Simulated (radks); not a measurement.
# P inside a hard spherical wall

What does compression do to the levels of P? A hard sphere of shrinking radius stands in for pressure; the configuration is held at [Ne] 3s2 3p3.

The numbers are computed with radks (a radial shooting solver on a logarithmic mesh, Libxc functionals) version 1 (non-relativistic Kohn-Sham, r2SCAN, spin-polarised, spherical densities, point nucleus; open shells are filled with parallel spins first), except any that are marked as measured or tabulated.

## Step 1: Starting point

```
element       : phosphorus (Z = 15)
charge        : 0
electrons     : 15
configuration : [Ne] 3s2 3p3
```

Outer shells as boxes (Hund's rule):

P
```
[Ne] core
3s [↑↓]
3p [↑ ][↑ ][↑ ]
```

## Step 2: The free atom

The run's settings:

```text
Z 15
configuration [Ne] 3s2 3p3 4s0 3d0 4p0
relativity non-relativistic
functional r2scan,r2scan
spin polarised
nucleus point
```

## Step 3: Wall at 20 bohr

Changes since step 2:

```diff
@@ -6 +6,2 @@
 nucleus point
+wall 20 bohr
```

## Step 4: Wall at 10 bohr

Changes since step 3:

```diff
@@ -6,2 +6,2 @@
 nucleus point
-wall 20 bohr
+wall 10 bohr
```

## Step 5: Wall at 6 bohr

Changes since step 4:

```diff
@@ -6,2 +6,2 @@
 nucleus point
-wall 10 bohr
+wall 6 bohr
```

## Step 6: Wall at 3.5 bohr

Changes since step 5:

```diff
@@ -6,2 +6,2 @@
 nucleus point
-wall 6 bohr
+wall 3.5 bohr
```

## Step 7: Wall at 3 bohr

Changes since step 6:

```diff
@@ -6,2 +6,2 @@
 nucleus point
-wall 3.5 bohr
+wall 3 bohr
```

## Step 8: Wall at 2 bohr

Changes since step 7:

```diff
@@ -6,2 +6,2 @@
 nucleus point
-wall 3 bohr
+wall 2 bohr
```

What does the calculation give? Wanted: for each run, R; E − E(free); ε(3p); ε(4s, empty); ε(4p, empty); ε(3d, empty); pressure.

**Answer**, as computed:

| R (bohr) | E − E(free) (eV) | ε(3p) (eV) | ε(4s, empty) (eV) | ε(4p, empty) (eV) | ε(3d, empty) (eV) | pressure (GPa) |
| --- | --- | --- | --- | --- | --- | --- |
| free | 0.000 | -6.696 | - | - | - | 0 |
| 20 | 0.000 | -6.696 | - | - | - | < 0.0001 |
| 10 | 0.001 | -6.692 | 0.911 | 2.617 | 2.607 | 0.00145 |
| 6 | 0.359 | -6.215 | 5.853 | 10.283 | 4.933 | 1.25 |
| 3.5 | 15.120 | 1.624 | 40.175 | 48.925 | 16.989 | 169 |
| 3 | 33.819 | 8.602 | 66.076 | 75.700 | 25.456 | 536 |
| 2 | 199.05 | 55.409 | 218.47 | 223.50 | 70.683 | 8427 |

In words: Eigenvalues are for spin up. At the tightest wall, 2 bohr, the energy stands 199.05 eV above the free atom and the pressure, −dE/dV, is 8427 GPa. Of the levels in the table that exist at both ends, 3p rises most from the free atom (62.104 eV). From R = 3.5 bohr inwards the highest occupied level lies above zero, pushed up by confinement. Shells are not refilled when levels cross, and a hard wall is a model, not a crystal.
